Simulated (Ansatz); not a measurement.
# C₄H₁₁In: up Jacob's ladder to CCSD(T)

An exercise on one series of results from a longer session: the logs are not shown, and one member is left open.

Method: functionals in def2-TZVPP, the program's frozen cores in correlated methods; program: Ansatz 0.2.0, Gaussian basis.

Plan: LDA (SPW92), PBE-D4, revPBE-D4, BLYP-D4, r2SCAN-D4, B97M-V, PBE0-D4, B3LYP-D4, r2SCANh-D4, r2SCAN0-D4, HSE06-D4, BHLYP-D4, CAM-B3LYP-D4, LC-ωPBE, ωB97X-V, ωB97M-V, B2PLYP, PBE-QIDH; CCSD(T)/def2-SVP; MP2/def2-TZVPP; MP2/def2-QZVPP; RPA on PBE.

### The geometry

All runs share one geometry, relaxed beforehand with PBE0-D4 in a triple-zeta def2 set. In takes the def2 core potential; no spin-orbit term is included.

16 atoms, charge 0, spin multiplicity 1.

Atoms are counted from 1 here; the program's logs count them from 0.

Bond lengths: C1–C2 1.521 Å, C1–H6 1.093 Å, C1–H7 1.096 Å, C1–H8 1.093 Å, C2–C3 1.521 Å, C2–C4 1.524 Å, C2–H9 1.100 Å, C3–H10 1.096 Å, C3–H11 1.093 Å, C3–H12 1.093 Å, C4–In5 2.169 Å, C4–H13 1.096 Å, C4–H14 1.096 Å, In5–H15 1.734 Å, In5–H16 1.732 Å. Angles: C2–C1–H6 111.4°, C2–C1–H7 110.8°, C2–C1–H8 111.3°, H6–C1–H7 107.4°, H6–C1–H8 107.8°, H7–C1–H8 108.0°, C1–C2–C3 110.9°, C1–C2–C4 111.7°, C1–C2–H9 107.3°, C3–C2–C4 111.6°, C3–C2–H9 107.3°, C4–C2–H9 107.7°, C2–C3–H10 110.8°, C2–C3–H11 111.3°, C2–C3–H12 111.4°, H10–C3–H11 108.0°, H10–C3–H12 107.4°, H11–C3–H12 107.8° and more.

The first run:

Contents of in.yaml:

```yaml
crystal:
  periodic: [false, false, false]
  atoms:
    - {symbol: C, position_ang: [0.843365, 0.328884, -1.374015]}
    - {symbol: C, position_ang: [0.388626, -0.703926, -0.353907]}
    - {symbol: C, position_ang: [-1.056680, -1.109552, -0.600277]}
    - {symbol: C, position_ang: [0.599688, -0.214733, 1.074062]}
    - {symbol: In, position_ang: [-0.495007, 1.557768, 1.678560]}
    - {symbol: H, position_ang: [0.754112, -0.051904, -2.394816]}
    - {symbol: H, position_ang: [0.231025, 1.235425, -1.308361]}
    - {symbol: H, position_ang: [1.886549, 0.614237, -1.212766]}
    - {symbol: H, position_ang: [1.009459, -1.600605, -0.496267]}
    - {symbol: H, position_ang: [-1.723371, -0.244169, -0.512226]}
    - {symbol: H, position_ang: [-1.386149, -1.863628, 0.119789]}
    - {symbol: H, position_ang: [-1.189913, -1.523293, -1.603315]}
    - {symbol: H, position_ang: [0.333126, -0.995610, 1.795676]}
    - {symbol: H, position_ang: [1.657664, 0.006730, 1.256390]}
    - {symbol: H, position_ang: [-0.281303, 2.140246, 3.297911]}
    - {symbol: H, position_ang: [-1.571191, 2.424142, 0.633572]}
basis:
  gaussian: {orbitals: def2-TZVPP}
hamiltonian: {xc: lda}
output: {orbitals: {seedname: orbitals}}
```

Started as:

```console
$ ansatz run in.yaml --threads 4 --pin off --events-out ev --progress --plain --max-ram 11315MiB
```

Among the steps run: LDA; PBE-D4 (GGA); revPBE-D4 (GGA); BLYP-D4 (GGA); r2SCAN-D4 (meta-GGA); B97M-V (meta-GGA); B3LYP-D4 (hybrid); r2SCANh-D4 (hybrid); r2SCAN0-D4 (hybrid); HSE06-D4 (hybrid); BHLYP-D4 (hybrid); CAM-B3LYP-D4 (range-separated); LC-ωPBE (range-separated); ωB97X-V (range-separated); ωB97M-V (range-separated); B2PLYP (double hybrid); PBE-QIDH (double hybrid).

One of the session's tables, all rows but one given; the rest of the session is left out.

It belongs to the step «Frontier levels by functional». 

| functional | HOMO (eV) | LUMO (eV) | gap (eV) |
| --- | --- | --- | --- |
| LDA (SPW92) | -6.12 | -2.51 | 3.61 |
| PBE-D4 | -5.98 | -2.23 | 3.75 |
| revPBE-D4 | -5.92 | -2.10 | 3.82 |
| BLYP-D4 | -5.86 | -2.20 | 3.66 |
| r2SCAN-D4 | -6.19 | -1.94 | 4.24 |
| B97M-V | -6.26 | -2.24 | 4.02 |
| PBE0-D4 | -7.08 | -1.49 | 5.59 |
| B3LYP-D4 | -6.90 | -1.77 | 5.12 |
| r2SCANh-D4 | -6.60 | -1.69 | 4.91 |
| r2SCAN0-D4 | -7.23 | -1.33 | 5.90 |
| HSE06-D4 | -6.69 | -1.85 | 4.84 |
| BHLYP-D4 | -8.10 | -0.85 | 7.25 |
| CAM-B3LYP-D4 | ? | ? | ? |
| LC-ωPBE | -9.68 | 0.40 | 10.08 |
| ωB97X-V | -9.35 | 0.24 | 9.60 |
| ωB97M-V | -9.23 | -0.07 | 9.16 |

**Question.** Estimate the row for CAM-B3LYP-D4.

The run gave: HOMO (eV): -8.38; LUMO (eV): -0.71; gap (eV): 7.67. In the column «HOMO (eV)» it lies between ωB97M-V (-9.23) and BHLYP-D4 (-8.10).
